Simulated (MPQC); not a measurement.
**H2Se (SeH2) at 6 levels**

Aim: a comparison of 6 runs (HF/STO-3G, HF/def2-SVP, B3LYP/6-31G*, PBE0/def2-SVP, MP2/3-21G, MP2/pc-1) of H2Se (SeH2). 

The calculation is run with MPQC 2.3.1.

3 further runs of the same task are left out: 3 set aside as unsound or not needed.

**1. The structure to begin with**

H2Se has 3 atoms, charge 0, and is taken as a singlet. As SMILES, `[H][Se][H]`. The shape comes from GFN2-xTB, which is rough for such elements, and wasn't checked as a minimum.

Bond lengths: Se1–H2 1.436 Å, Se1–H3 1.439 Å. Angles: H2–Se1–H3 91.3°.

**2. Energy and gradient at HF/STO-3G (run 1)**

Contents of mol.in:

```
molecule<Molecule>: (
    symmetry = c1
    unit = angstrom
    { atoms geometry } = {
        Se [ 0.005610 -0.007800 -0.669670 ]
        H  [ 1.025160 -0.016960 0.342160 ]
        H  [ -1.030770 0.024760 0.327510 ]
    }
)
basis<GaussianBasisSet>: (
    name = "STO-3G"
    molecule = $:molecule
    basisdir = "."
    puream = yes
)
mpqc: (
    checkpoint = no
    savestate = no
    restart = no
    do_energy = yes
    do_gradient = yes
    optimize = no
    mole<CLHF>: (
        molecule = $:molecule
        basis = $:basis
        total_charge = 0
        memory = 1000000000
        print_evals = yes
        maxiter = 120
        value_accuracy = 1e-08
        guess_wavefunction<ExtendedHuckelWfn>: (
            molecule = $:molecule
            total_charge = 0
            multiplicity = 1
            basis<GaussianBasisSet>: (
                name = "STO-3G"
                molecule = $:molecule
            )
        )
    )
)
```

The basis set STO-3G is read from a file made from the Basis Set Exchange's data (not shown).

Command:

```sh
$ mpqc mol.in > mol.out
```

What it wrote:

```text
MPQC: Massively Parallel Quantum Chemistry
[...]
  CLSCF::init: total charge = 0
[...]
  nbasis = 20
[...]
  iter     1 energy = -2371.0697645671 delta = 6.42830e-01
[...]
  LUMO is    19   A =   0.384998
  total scf energy = -2374.6923664131
[...]
Value of the MolecularEnergy: -2374.6923664131
  Gradient of the MolecularEnergy:
      1    0.0009395637
      2   -0.0000250992
      3   -0.0005189781
      4   -0.0030855422
      5    0.0000603858
      6   -0.0002160867
      7    0.0021459785
      8   -0.0000352866
      9    0.0007350648
  Function Parameters:
    value_accuracy    = 1.968728e-09 (1.000000e-08) (computed)
[...]
      symmetry = c1
[...]
```

It took 0.14 s on 1 thread of Arm Neoverse V1, shared host.

**3. Energy and forces at HF/def2-SVP (run 2)**

Contents of run.in:

```
% H2Se
molecule<Molecule>: (
  symmetry = c1
  unit = angstrom
  { atoms geometry } = {
    Se [ 0.005610 -0.007800 -0.669670 ]
    H  [ 1.025160 -0.016960 0.342160 ]
    H  [ -1.030770 0.024760 0.327510 ]
  }
)
basis<GaussianBasisSet>: (
  name = "def2-SVP"
  molecule = $:molecule
  basisdir = "."
  puream = yes
)
mpqc: (
  checkpoint = no
  savestate = no
  restart = no
  do_energy = yes
  do_gradient = yes
  optimize = no
  mole<CLHF>: (
    molecule = $:molecule
    basis = $:basis
    total_charge = 0
    memory = 1000000000
    print_evals = yes
    maxiter = 120
    value_accuracy = 1e-08
    guess_wavefunction<CLHF>: (
      molecule = $:molecule
      total_charge = 0
      memory = 1000000000
      value_accuracy = 1e-3
      basis<GaussianBasisSet>: (
        name = "STO-3G"
        molecule = $:molecule
      )
    )
  )
)
```

The basis set def2-SVP is read from a file made from the Basis Set Exchange's data (not shown).

Command:

```sh
$ mpqc run.in > run.out
```

What it wrote:

```text
MPQC: Massively Parallel Quantum Chemistry
[...]
  LUMO is    19   A =   0.150310
  total scf energy = -2400.7051372190
[...]
Value of the MolecularEnergy: -2400.7051372190
  Gradient of the MolecularEnergy:
      1    0.0007360269
      2    0.0000820302
      3    0.0084540801
      4   -0.0083692662
      5    0.0001168261
      6   -0.0046782725
      7    0.0076332394
      8   -0.0001988563
      9   -0.0037758076
  Function Parameters:
    value_accuracy    = 3.388184e-09 (1.000000e-08) (computed)
[...]
      symmetry = c1
[...]
```

It took 0.91 s on 1 thread of Arm Neoverse V1, shared host.

Run 3 isn't shown in full; the table further down has it.

**4. Energy and gradient at PBE0/def2-SVP (run 4)**

Contents of mol.in:

```
% H2Se
molecule<Molecule>: (
    symmetry = c1
    unit = bohr
    { atoms geometry } = {
        Se [ 0.01060136    -0.01473986    -1.26549289 ]
        H  [ 1.93727163    -0.03204976     0.64658869 ]
        H  [ -1.94787300     0.04678962     0.61890420 ]
    }
)
basis<GaussianBasisSet>: (
    name = "def2-SVP"
    molecule = $:molecule
    basisdir = "."
    puream = yes
)
mpqc: (
    checkpoint = no
    savestate = no
    restart = no
    do_energy = yes
    do_gradient = yes
    optimize = no
    mole<CLKS>: (
        molecule = $:molecule
        basis = $:basis
        total_charge = 0
        memory = 1000000000
        print_evals = yes
        maxiter = 120
        value_accuracy = 1e-08
        functional<SumDenFunctional>: (
            a0 = 0.25
            coefs = [ 0.75 1 ]
            funcs: [ <PBEXFunctional>: () <PBECFunctional>: () ]
        )
        integrator<RadialAngularIntegrator>: ( grid = xfine )
        guess_wavefunction<CLHF>: (
            molecule = $:molecule
            total_charge = 0
            memory = 1000000000
            value_accuracy = 1e-3
            basis<GaussianBasisSet>: (
                name = "STO-3G"
                molecule = $:molecule
            )
        )
    )
)
```

The basis set def2-SVP is read from a file made from the Basis Set Exchange's data (not shown).

Command:

```sh
$ mpqc -o mol.out mol.in
```

What it wrote:

```text
MPQC: Massively Parallel Quantum Chemistry
[...]
  WARNING: BeckeIntegrationWeight usually uses the atomic maximum
           probability radius, however this is not available for
[...]
  Integrated electron density error = -0.000208770337
  iter     1 energy = -2400.2934757199 delta = 3.07441e-01
[...]
  Integrated electron density error = 0.000000082800
  iter     9 energy = -2402.1654325325 delta = 6.14780e-07
  Integrated electron density error = 0.000000082799
  iter    10 energy = -2402.1654325325 delta = 2.71000e-07
  Integrated electron density error = 0.000000082800
  iter    11 energy = -2402.1654325325 delta = 1.17006e-07
[...]
  LUMO is    19   A =   0.021059
  total scf energy = -2402.1654325325
[...]
  Integrated electron density error = 0.000000082563
  Total Gradient:
[...]
Value of the MolecularEnergy: -2402.1654325325
  Gradient of the MolecularEnergy:
      1    0.0006240744
      2    0.0002224027
      3    0.0204973632
      4   -0.0111599367
      5    0.0001043292
      6   -0.0107147398
      7    0.0105358624
      8   -0.0003267319
      9   -0.0097826235
  Closed Shell Kohn-Sham (CLKS) Parameters:
    Function Parameters:
[...]
        symmetry = c1
[...]
```

Wall time 9.3 s (1 thread of Arm Neoverse V1, shared host).

Run 5 isn't shown in full; the table further down has it.

**5. A single-point energy at MP2/pc-1 (run 6)**

Contents of input.in:

```
% H2Se
molecule<Molecule>: (
  symmetry = c1
  unit = angstrom
  { atoms geometry } = {
    Se [ 0.005610      -0.007800      -0.669670 ]
    H  [ 1.025160      -0.016960       0.342160 ]
    H  [ -1.030770       0.024760       0.327510 ]
  }
)
basis<GaussianBasisSet>: (
  name = "pc-1"
  molecule = $:molecule
  basisdir = "."
  puream = yes
)
mpqc: (
  checkpoint = no
  savestate = no
  restart = no
  do_energy = yes
  do_gradient = no
  optimize = no
  mole<MBPT2>: (
    molecule = $:molecule
    basis = $:basis
    memory = 1000000000
    method = mp
    nfzc = 9
    reference<CLHF>: (
      molecule = $:molecule
      basis = $:basis
      total_charge = 0
      memory = 1000000000
      print_evals = yes
      maxiter = 80
      lindep_tol = 0.0001
      guess_wavefunction<ExtendedHuckelWfn>: (
        molecule = $:molecule
        total_charge = 0
        multiplicity = 1
        basis<GaussianBasisSet>: (
          name = "STO-3G"
          molecule = $:molecule
        )
      )
    )
  )
)
```

The basis set pc-1 is read from a file made from the Basis Set Exchange's data (not shown).

Command:

```sh
$ mpqc input.in > input.out
```

What it wrote:

```text
MPQC: Massively Parallel Quantum Chemistry
[...]
  CLSCF::init: total charge = 0
[...]
  nbasis = 37
[...]
  iter     1 energy = -2396.5831596569 delta = 3.02851e-01
[...]
  LUMO is    19   A =   0.140156
  total scf energy = -2400.8840355833
[...]
  MP2 correlation energy [au]:         -0.134448787602
  MP2 energy [au]:                   -2401.018484370892
Value of the MolecularEnergy: -2401.0184843709
[...]
        symmetry = c1
[...]
```

Wall time 3.6 s (1 thread of Arm Neoverse V1, shared host).

**6. Overview of the runs**

```csv
run,level,starting guess,integration grid,energy (Eh),HOMO energy (eV),LUMO energy (eV),HOMO–LUMO gap (eV),wall time
1,HF/STO-3G,huckel STO-3G,–,-2374.692366,-7.60,10.48,18.07,0.14 s
2,HF/def2-SVP,STO-3G,–,-2400.705137,-9.68,4.09,13.77,0.91 s
3,B3LYP/6-31G* (spherical functions),huckel STO-3G,xfine,-2402.480675,-6.72,0.23,6.95,7.5 s
4,PBE0/def2-SVP,STO-3G,xfine,-2402.165433,-6.93,0.57,7.50,9.3 s
5,MP2/3-21G,huckel STO-3G,–,-2389.664565,-9.68,4.34,14.02,0.51 s
6,MP2/pc-1,huckel STO-3G,–,-2401.018484,-9.72,3.81,13.54,3.6 s
```

**7. Summary of results**

| quantity | value |
| --- | --- |
| run 6: total energy | -2401.01848 Eh |
| run 6: HOMO energy (Hartree–Fock orbitals) | -9.72 eV |
| run 6: LUMO energy (Hartree–Fock orbitals) | 3.81 eV |
| run 6: HOMO–LUMO gap (Hartree–Fock orbitals) | 13.54 eV |
| run 6: correlation energy (9 core orbitals frozen) | -134.4 mEh |

What this shows: Over runs 1, 2, 3, 4 the HOMO–LUMO gap runs from 6.95 eV (B3LYP/6-31G*) to 18.07 eV (HF/STO-3G). The two ends differ in method and basis. Totals of different functionals can't be ranked against each other. In run 1 the basis is minimal, so the values are rough. All runs together took 22 s, the longest 9.3 s.
